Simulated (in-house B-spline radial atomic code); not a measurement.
# Kr³⁺ in a hard spherical wall

Aim: energy and levels of Kr³⁺ squeezed by an impenetrable sphere of shrinking radius. More than one configuration is followed.

Program: in-house B-spline radial atomic code version 1. Level of theory: Dirac-Hartree-Fock, average of configuration, Fermi nucleus, basis-set limit. These are calculated values, not measurements, unless marked.

## Step 1: The atom as given

| Item | Value |
| --- | --- |
| element | krypton (Z = 36) |
| charge | +3 |
| electrons | 33 |
| configuration | [Ar] 3d10 4s2 4p3 |
| Hamiltonian | Dirac-Coulomb |
| nucleus | Fermi, rms radius 4.188 fm |

The outer shells:

[Ar] 3d10 4s2 4p3
```
[Ar] core
3d [↑↓][↑↓][↑↓][↑↓][↑↓]
4s [↑↓]
4p [↑ ][↑ ][↑ ]
```

The boxes draw the filling by Hund's rule, which heavy ions in jj coupling don't follow; these runs average over all states of the configuration.

## Step 2: The free system

Input settings:

```ini
Z = 36
electrons = 33.0
configuration = [Ar] 3d10 4s2 4p3
hamiltonian = dirac
method = hf
spin_polarised = False
nucleus = fermi
rms_radius = 4.1884
mass_number = 84
atomic_mass = 83.91149772708
speed_of_light = 137.035999084
```

## Step 3: Wall at 7.79 bohr, configuration [Ar] 3d10 4s2 4p3

Settings: those of step 2 with these lines changed.

```diff
@@ -11 +11,2 @@
 speed_of_light = 137.035999084
+wall_radius = 7.79
```

## Step 4: Wall at 4.15 bohr, configuration [Ar] 3d10 4s2 4p3

Settings: those of step 3 with these lines changed.

```diff
@@ -11,2 +11,2 @@
 speed_of_light = 137.035999084
-wall_radius = 7.79
+wall_radius = 4.15
```

## Step 5: Wall at 2.48 bohr, configuration [Ar] 3d10 4s2 4p3

Settings: those of step 4 with these lines changed.

```diff
@@ -11,2 +11,2 @@
 speed_of_light = 137.035999084
-wall_radius = 4.15
+wall_radius = 2.48
```

## Step 6: Wall at 1.28 bohr, configuration [Ar] 3d10 4s2 4p3

Settings: those of step 5 with these lines changed.

```diff
@@ -11,2 +11,2 @@
 speed_of_light = 137.035999084
-wall_radius = 2.48
+wall_radius = 1.28
```

## Step 7: Wall at 7.79 bohr, configuration [Ne] 3s2 3p5 3d10 4s2 4p3 4f1

Input settings:

```ini
Z = 36
electrons = 33.0
configuration = [Ne] 3s2 3p5 3d10 4s2 4p3 4f1
hamiltonian = dirac
method = hf
spin_polarised = False
nucleus = fermi
rms_radius = 4.1884
mass_number = 84
atomic_mass = 83.91149772708
speed_of_light = 137.035999084
wall_radius = 7.79
```

## Step 8: Wall at 4.15 bohr, configuration [Ne] 3s2 3p5 3d10 4s2 4p3 4f1

Settings: those of step 7 with these lines changed.

```diff
@@ -11,2 +11,2 @@
 speed_of_light = 137.035999084
-wall_radius = 7.79
+wall_radius = 4.15
```

## Step 9: Wall at 2.48 bohr, configuration [Ne] 3s2 3p5 3d10 4s2 4p3 4f1

Settings: those of step 8 with these lines changed.

```diff
@@ -11,2 +11,2 @@
 speed_of_light = 137.035999084
-wall_radius = 4.15
+wall_radius = 2.48
```

## Step 10: Wall at 1.28 bohr, configuration [Ne] 3s2 3p5 3d10 4s2 4p3 4f1

Settings: those of step 9 with these lines changed.

```diff
@@ -11,2 +11,2 @@
 speed_of_light = 137.035999084
-wall_radius = 2.48
+wall_radius = 1.28
```

## Step 11: Wall at 7.79 bohr, configuration [Ar] 3d10 4s2 4p2 4f1

Input settings:

```ini
Z = 36
electrons = 33.0
configuration = [Ar] 3d10 4s2 4p2 4f1
hamiltonian = dirac
method = hf
spin_polarised = False
nucleus = fermi
rms_radius = 4.1884
mass_number = 84
atomic_mass = 83.91149772708
speed_of_light = 137.035999084
wall_radius = 7.79
```

## Step 12: Wall at 4.15 bohr, configuration [Ar] 3d10 4s2 4p2 4f1

Settings: those of step 11 with these lines changed.

```diff
@@ -11,2 +11,2 @@
 speed_of_light = 137.035999084
-wall_radius = 7.79
+wall_radius = 4.15
```

## Step 13: Wall at 2.48 bohr, configuration [Ar] 3d10 4s2 4p2 4f1

Settings: those of step 12 with these lines changed.

```diff
@@ -11,2 +11,2 @@
 speed_of_light = 137.035999084
-wall_radius = 4.15
+wall_radius = 2.48
```

## Step 14: Wall at 1.28 bohr, configuration [Ar] 3d10 4s2 4p2 4f1

Settings: those of step 13 with these lines changed.

```diff
@@ -11,2 +11,2 @@
 speed_of_light = 137.035999084
-wall_radius = 2.48
+wall_radius = 1.28
```

Before running: What do the energy and the highest level do as the wall closes in, and which configuration is lower at each radius?

The runs gave:

| configuration | radius (bohr) | energy above the free system (eV) | highest level (eV) |
| --- | --- | --- | --- |
| [Ar] 3d10 4s2 4p3 | 7.79 | below noise | -49.048 (4p3/2) |
| [Ar] 3d10 4s2 4p3 | 4.15 | 0.471 | -48.723 (4p3/2) |
| [Ar] 3d10 4s2 4p3 | 2.48 | 37.072 | -35.788 (4p3/2) |
| [Ar] 3d10 4s2 4p3 | 1.28 | 1017.27 | 176.00 (4p3/2) |
| [Ne] 3s2 3p5 3d10 4s2 4p3 4f1 | 7.79 | 248.91 | -13.872 (4f5/2) |
| [Ne] 3s2 3p5 3d10 4s2 4p3 4f1 | 4.15 | 256.33 | -6.685 (4f5/2) |
| [Ne] 3s2 3p5 3d10 4s2 4p3 4f1 | 2.48 | 315.49 | 25.314 (4f5/2) |
| [Ne] 3s2 3p5 3d10 4s2 4p3 4f1 | 1.28 | 1410.93 | 212.59 (4f7/2) |
| [Ar] 3d10 4s2 4p2 4f1 | 7.79 | 35.140 | -13.753 (4f5/2) |
| [Ar] 3d10 4s2 4p2 4f1 | 4.15 | 43.015 | -6.114 (4f5/2) |
| [Ar] 3d10 4s2 4p2 4f1 | 2.48 | 100.67 | 27.510 (4f5/2) |
| [Ar] 3d10 4s2 4p2 4f1 | 1.28 | 1058.46 | 215.60 (4f7/2) |

**Reading.** For [Ar] 3d10 4s2 4p3 the energy above the free reference is below noise at 7.79 bohr and 1017.27 eV at 1.28 bohr. Its highest level passes zero between 2.48 and 1.28 bohr; in smaller spheres the level is positive, pushed up by confinement, and the wall keeps the electron in. Of [Ar] 3d10 4s2 4p3 and [Ne] 3s2 3p5 3d10 4s2 4p3 4f1, the first stays lower at every radius that both share. At 1.28 bohr the lowest of all 3 is [Ar] 3d10 4s2 4p3. A hard wall is a crude model of an atom's surroundings.
